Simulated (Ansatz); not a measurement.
# C2H8SiTe: how energies converge with the basis set

The task here is to estimate one member of a computed series from the others.

Program: Ansatz 0.2.0, Gaussian basis. Level of theory: one geometry, several basis sets. These are calculated values, not measurements.

The runs, in order: PBE0-D4/def2-SVP; ωB97M-V/def2-SVP; PBE0-D4/def2-QZVPP; ωB97M-V/def2-QZVPP; the functionals' def2-TZVPP values are taken from earlier runs.

## Structure used throughout

The geometry comes from an earlier relaxation with PBE0-D4 in a triple-zeta def2 set; it is a stationary point, not always the lowest conformer. Te takes the def2 core potential; no spin-orbit term is included.

SMILES `C[SiH2][Te]C`, 12 atoms, charge 0, spin multiplicity 1.

Atoms are counted from 1 here; the program's logs count them from 0.

Bond lengths: C1–Si2 1.870 Å, C1–H5 1.092 Å, C1–H6 1.094 Å, C1–H7 1.091 Å, Si2–Te3 2.489 Å, Si2–H8 1.489 Å, Si2–H9 1.487 Å, Te3–C4 2.152 Å, C4–H10 1.087 Å, C4–H11 1.088 Å, C4–H12 1.088 Å. Angles: Si2–C1–H5 110.8°, Si2–C1–H6 110.4°, Si2–C1–H7 110.6°, H5–C1–H6 108.0°, H5–C1–H7 108.2°, H6–C1–H7 108.7°, C1–Si2–Te3 112.8°, C1–Si2–H8 109.6°, C1–Si2–H9 111.2°, Te3–Si2–H8 109.1°, Te3–Si2–H9 105.2°, H8–Si2–H9 108.9°, Si2–Te3–C4 94.3°, Te3–C4–H10 110.0°, Te3–C4–H11 109.6°, Te3–C4–H12 106.7°, H10–C4–H11 111.0°, H10–C4–H12 109.7° and more.

The first run:

in.yaml

```yaml
crystal:
  periodic: [false, false, false]
  atoms:
    - {symbol: C, position_ang: [-0.956817, 1.565738, 0.014020]}
    - {symbol: Si, position_ang: [-0.458103, 0.263806, 1.260229]}
    - {symbol: Te, position_ang: [1.798466, -0.685511, 0.810551]}
    - {symbol: C, position_ang: [1.234359, -1.559673, -1.072897]}
    - {symbol: H, position_ang: [-0.982751, 1.146530, -0.994241]}
    - {symbol: H, position_ang: [-1.952940, 1.953078, 0.245508]}
    - {symbol: H, position_ang: [-0.247920, 2.395656, 0.020652]}
    - {symbol: H, position_ang: [-1.459650, -0.838459, 1.258373]}
    - {symbol: H, position_ang: [-0.373662, 0.836352, 2.630203]}
    - {symbol: H, position_ang: [0.992949, -0.778186, -1.789074]}
    - {symbol: H, position_ang: [0.388655, -2.227415, -0.925517]}
    - {symbol: H, position_ang: [2.094314, -2.127015, -1.423808]}
basis:
  gaussian: {orbitals: def2-SVP}
hamiltonian: {xc: pbe0, dispersion: d4}
output: {orbitals: {seedname: orbitals}}
```

Command:

```console
$ ansatz run in.yaml --threads 4 --pin off --events-out ev --progress --plain --max-ram 10444MiB
```

Steps of the session up to this table: PBE0-D4 in def2-SVP; ωB97M-V in def2-SVP; PBE0-D4 in def2-QZVPP; ωB97M-V in def2-QZVPP.

One of the session's tables, all rows but one given; the rest of the session is left out.

It belongs to the step «Density functionals: the series». 

```
functional       basis  HOMO (eV)
   PBE0-D4    def2-SVP      -5.91
   PBE0-D4  def2-TZVPP      -6.00
   PBE0-D4  def2-QZVPP      -6.02
   ωB97M-V    def2-SVP      -7.97
   ωB97M-V  def2-TZVPP          ?
   ωB97M-V  def2-QZVPP      -8.10
```

Q: Estimate the row for ωB97M-V, def2-TZVPP from the others.

The run gave: HOMO (eV): -8.09. In the column «HOMO (eV)» it lies between ωB97M-V, def2-QZVPP (-8.10) and ωB97M-V, def2-SVP (-7.97).
